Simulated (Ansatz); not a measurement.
**BGeH7OSi: up Jacob's ladder to CCSD(T)**

One table from this session's results is given with a row withheld; the runs are named, their logs left out.

Computed with Ansatz 0.2.0, Gaussian basis. Level: functionals in def2-TZVPP, the program's frozen cores in correlated methods.

Levels to be run: PBE-D4, r2SCAN-D4, PBE0-D4, B3LYP-D4, ωB97X-V, ωB97M-V, B2PLYP; CCSD(T)/def2-TZVPP; MP2/def2-QZVPP; extrapolation to the limit.

## Structure used throughout

The geometry comes from an earlier relaxation with PBE0-D4 in a triple-zeta def2 set; it is a stationary point, not always the lowest conformer.

SMILES `O[SiH2][BH][GeH3]`, 11 atoms, charge 0, spin multiplicity 1.

Atoms are counted from 1 here; the program's logs count them from 0.

Bond lengths: O1–Si2 1.654 Å, O1–H5 0.958 Å, Si2–B3 2.000 Å, Si2–H6 1.500 Å, Si2–H7 1.486 Å, B3–Ge4 2.058 Å, B3–H8 1.197 Å, Ge4–H9 1.544 Å, Ge4–H10 1.543 Å, Ge4–H11 1.539 Å. Angles: Si2–O1–H5 117.1°, O1–Si2–B3 114.6°, O1–Si2–H6 111.4°, O1–Si2–H7 105.2°, B3–Si2–H6 104.4°, B3–Si2–H7 113.2°, H6–Si2–H7 108.0°, Si2–B3–Ge4 122.9°, Si2–B3–H8 119.6°, Ge4–B3–H8 117.6°, B3–Ge4–H9 113.0°, B3–Ge4–H10 107.5°, B3–Ge4–H11 113.8°, H9–Ge4–H10 106.7°, H9–Ge4–H11 107.7°, H10–Ge4–H11 107.7°.

Set-up of the first run:

Input file in.yaml:

```yaml
crystal:
  periodic: [false, false, false]
  atoms:
    - {symbol: O, position_ang: [-0.546297, 2.173248, -0.167425]}
    - {symbol: Si, position_ang: [0.582622, 1.399569, 0.760760]}
    - {symbol: B, position_ang: [0.800312, -0.547424, 0.358838]}
    - {symbol: Ge, position_ang: [-0.539568, -1.607100, -0.788567]}
    - {symbol: H, position_ang: [-1.367550, 1.708173, -0.334541]}
    - {symbol: H, position_ang: [0.218654, 1.441249, 2.215037]}
    - {symbol: H, position_ang: [1.835231, 2.177177, 0.578599]}
    - {symbol: H, position_ang: [1.731745, -1.144388, 0.815893]}
    - {symbol: H, position_ang: [-1.883751, -0.872570, -0.980783]}
    - {symbol: H, position_ang: [0.081290, -1.771671, -2.191613]}
    - {symbol: H, position_ang: [-0.847289, -3.013364, -0.245500]}
basis:
  gaussian: {orbitals: def2-TZVPP}
hamiltonian: {xc: pbe, dispersion: d4}
output: {forces: true, orbitals: {seedname: orbitals}}
```

Started as:

```
ansatz run in.yaml --threads 4 --pin off --events-out ev --progress --plain --max-ram 10444MiB
```

Among the steps run: PBE-D4 (GGA); r2SCAN-D4 (meta-GGA); PBE0-D4 (hybrid); B3LYP-D4 (hybrid); ωB97X-V (range-separated); ωB97M-V (range-separated); B2PLYP (double hybrid); CCSD(T) in def2-TZVPP; MP2 in def2-QZVPP.

One table of the session follows, with a row left open; its other results are not shown here.

It belongs to the step «Atomisation energies». 

| method | atomisation energy (eV) |
| --- | --- |
| PBE-D4 | 34.989 |
| r2SCAN-D4 | 35.207 |
| PBE0-D4 | ? |
| B3LYP-D4 | 34.999 |
| ωB97X-V | 35.319 |
| ωB97M-V | 35.021 |
| B2PLYP | 34.608 |
| HF/def2-TZVPP | 26.133 |
| MP2/def2-TZVPP | 34.390 |
| CCSD/def2-TZVPP | 33.994 |
| CCSD(T)/def2-TZVPP | 34.367 |
| MP2/CBS | 35.200 |
| CCSD(T)/CBS | 35.177 |

Q: Estimate the row for PBE0-D4 from the others.

**Answer.** atomisation energy (eV): 34.699. In the column «atomisation energy (eV)» it lies between B2PLYP (34.608) and PBE-D4 (34.989).
